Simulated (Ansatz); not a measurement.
**C₂H₉OSbSi: one species, many methods**

The task here is to estimate one member of a computed series from the others.

Computed with Ansatz 0.2.0, Gaussian basis. Level: functionals in def2-TZVPP, the program's frozen cores in correlated methods.

Plan: PBE-D4, r2SCAN-D4, PBE0-D4, B3LYP-D4, ωB97X-V, ωB97M-V, B2PLYP; CCSD(T)/def2-TZVPP; MP2/def2-QZVPP; extrapolation to the limit.

### The geometry

All runs share one geometry, relaxed beforehand with PBE0-D4 in a triple-zeta def2 set. Sb takes the def2 core potential; no spin-orbit term is included.

14 atoms, charge 0, spin multiplicity 1.

Atoms are counted from 1 here; the program's logs count them from 0.

Bond lengths: C1–C2 1.510 Å, C1–H6 1.093 Å, C1–H7 1.092 Å, C1–H8 1.092 Å, C2–O3 1.411 Å, C2–H9 1.102 Å, C2–H10 1.101 Å, O3–Sb4 1.980 Å, Sb4–Si5 2.579 Å, Sb4–H11 1.725 Å, Si5–H12 1.489 Å, Si5–H13 1.486 Å, Si5–H14 1.484 Å. Angles: C2–C1–H6 110.5°, C2–C1–H7 110.5°, C2–C1–H8 110.3°, H6–C1–H7 108.6°, H6–C1–H8 108.5°, H7–C1–H8 108.3°, C1–C2–O3 108.7°, C1–C2–H9 109.8°, C1–C2–H10 109.9°, O3–C2–H9 111.1°, O3–C2–H10 110.4°, H9–C2–H10 106.9°, C2–O3–Sb4 117.2°, O3–Sb4–Si5 90.4°, O3–Sb4–H11 95.9°, Si5–Sb4–H11 90.0°, Sb4–Si5–H12 108.6°, Sb4–Si5–H13 109.4° and more.

Set-up of the first run:

in.yaml reads:

```yaml
crystal:
  periodic: [false, false, false]
  atoms:
    - {symbol: C, position_ang: [-2.435133, -0.739351, -0.198437]}
    - {symbol: C, position_ang: [-1.439379, 0.318180, -0.609173]}
    - {symbol: O, position_ang: [-0.140831, -0.138535, -0.300537]}
    - {symbol: Sb, position_ang: [1.379330, 0.952241, -0.948584]}
    - {symbol: Si, position_ang: [2.948774, -0.190196, 0.749961]}
    - {symbol: H, position_ang: [-3.455136, -0.408611, -0.410798]}
    - {symbol: H, position_ang: [-2.250457, -1.668847, -0.740589]}
    - {symbol: H, position_ang: [-2.351826, -0.943702, 0.870847]}
    - {symbol: H, position_ang: [-1.539998, 0.528480, -1.685734]}
    - {symbol: H, position_ang: [-1.651291, 1.258778, -0.077709]}
    - {symbol: H, position_ang: [1.139993, 2.258950, 0.152053]}
    - {symbol: H, position_ang: [4.225803, 0.572913, 0.804752]}
    - {symbol: H, position_ang: [3.241950, -1.574420, 0.296049]}
    - {symbol: H, position_ang: [2.328202, -0.225879, 2.097888]}
basis:
  gaussian: {orbitals: def2-TZVPP}
hamiltonian: {xc: pbe, dispersion: d4}
output: {forces: true, orbitals: {seedname: orbitals}}
```

On the command line:

```sh
> ansatz run in.yaml --threads 2 --pin off --events-out ev --progress --plain --max-ram 22528MiB --backend cuda --devices 0, --max-vram 18GiB
```

Steps of the session up to this table: PBE-D4 (GGA); r2SCAN-D4 (meta-GGA); PBE0-D4 (hybrid); B3LYP-D4 (hybrid); ωB97X-V (range-separated); ωB97M-V (range-separated); B2PLYP (double hybrid); CCSD(T) in def2-TZVPP; MP2 in def2-QZVPP.

One table of the session follows, with a row left open; its other results are not shown here.

| method | atomisation energy (kJ/mol) |
| --- | --- |
| PBE-D4 | 4700.5 |
| r2SCAN-D4 | 4641.6 |
| PBE0-D4 | 4624.7 |
| B3LYP-D4 | ? |
| ωB97X-V | 4677.2 |
| ωB97M-V | 4644.1 |
| B2PLYP | 4586.1 |
| HF/def2-TZVPP | 3330.3 |
| MP2/def2-TZVPP | 4528.1 |
| CCSD/def2-TZVPP | 4460.1 |
| CCSD(T)/def2-TZVPP | 4524.5 |
| MP2/CBS | 4660.9 |
| CCSD(T)/CBS | 4657.2 |

Estimate the missing values for B3LYP-D4.

As computed: atomisation energy (kJ/mol): 4658.7. In the column «atomisation energy (kJ/mol)» it lies between CCSD(T)/CBS (4657.2) and MP2/CBS (4660.9).
